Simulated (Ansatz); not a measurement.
**CH₈OSSi₂: how energies converge with the basis set**

The task here is to estimate one member of a computed series from the others.

Method: one geometry, several basis sets; program: Ansatz 0.2.0, Gaussian basis.

The runs, in order: PBE0-D4/def2-SVP; ωB97M-V/def2-SVP; PBE0-D4/def2-QZVPP; ωB97M-V/def2-QZVPP; the functionals' def2-TZVPP values are taken from earlier runs.

**The geometry**

An earlier PBE0-D4 in a triple-zeta def2 set relaxation fixed the geometry.

SMILES `[SiH3]OCS[SiH3]`, 13 atoms, charge 0, spin multiplicity 1.

Atoms are counted from 1 here; the program's logs count them from 0.

Bond lengths: Si1–O2 1.651 Å, Si1–H6 1.479 Å, Si1–H7 1.488 Å, Si1–H8 1.489 Å, O2–C3 1.398 Å, C3–S4 1.813 Å, C3–H9 1.095 Å, C3–H10 1.096 Å, S4–Si5 2.135 Å, Si5–H11 1.483 Å, Si5–H12 1.484 Å, Si5–H13 1.488 Å. Angles: O2–Si1–H6 106.0°, O2–Si1–H7 110.8°, O2–Si1–H8 110.0°, H6–Si1–H7 110.6°, H6–Si1–H8 111.0°, H7–Si1–H8 108.4°, Si1–O2–C3 122.8°, O2–C3–S4 111.4°, O2–C3–H9 111.3°, O2–C3–H10 111.1°, S4–C3–H9 105.3°, S4–C3–H10 108.6°, H9–C3–H10 108.9°, C3–S4–Si5 98.0°, S4–Si5–H11 113.1°, S4–Si5–H12 105.8°, S4–Si5–H13 108.9°, H11–Si5–H12 109.3° and more.

Set-up of the first run:

Input file in.yaml:

```yaml
crystal:
  periodic: [false, false, false]
  atoms:
    - {symbol: Si, position_ang: [-1.314512, -1.299203, 1.247405]}
    - {symbol: O, position_ang: [-0.811725, -0.533919, -0.126850]}
    - {symbol: C, position_ang: [0.385555, -0.850568, -0.776169]}
    - {symbol: S, position_ang: [0.826684, 0.408073, -2.004295]}
    - {symbol: Si, position_ang: [0.921144, 2.085864, -0.687623]}
    - {symbol: H, position_ang: [-2.544461, -0.599204, 1.676603]}
    - {symbol: H, position_ang: [-1.594946, -2.736177, 0.980846]}
    - {symbol: H, position_ang: [-0.258962, -1.212918, 2.293513]}
    - {symbol: H, position_ang: [0.297167, -1.785532, -1.339260]}
    - {symbol: H, position_ang: [1.209752, -0.944676, -0.059641]}
    - {symbol: H, position_ang: [-0.416193, 2.601726, -0.306787]}
    - {symbol: H, position_ang: [1.661562, 3.138824, -1.425565]}
    - {symbol: H, position_ang: [1.659435, 1.692810, 0.542823]}
basis:
  gaussian: {orbitals: def2-SVP}
hamiltonian: {xc: pbe0, dispersion: d4}
output: {orbitals: {seedname: orbitals}}
```

Steps of the session up to this table: PBE0-D4 in def2-SVP; ωB97M-V in def2-SVP; PBE0-D4 in def2-QZVPP; ωB97M-V in def2-QZVPP.

One table of the session follows, with a row left open; its other results are not shown here.

It belongs to the step «Functionals by basis». 

| functional | basis | HOMO (eV) | LUMO (eV) |
| --- | --- | --- | --- |
| PBE0-D4 | def2-SVP | -7.09 | 0.31 |
| PBE0-D4 | def2-TZVPP | -7.18 | -0.10 |
| PBE0-D4 | def2-QZVPP | ? | ? |
| ωB97M-V | def2-SVP | -9.25 | 2.21 |
| ωB97M-V | def2-TZVPP | -9.38 | 1.59 |
| ωB97M-V | def2-QZVPP | -9.41 | 1.28 |

**Question.** Estimate the row for PBE0-D4, def2-QZVPP.

**Answer.** HOMO (eV): -7.21; LUMO (eV): -0.24. In the column «HOMO (eV)» it lies between ωB97M-V, def2-SVP (-9.25) and PBE0-D4, def2-TZVPP (-7.18).
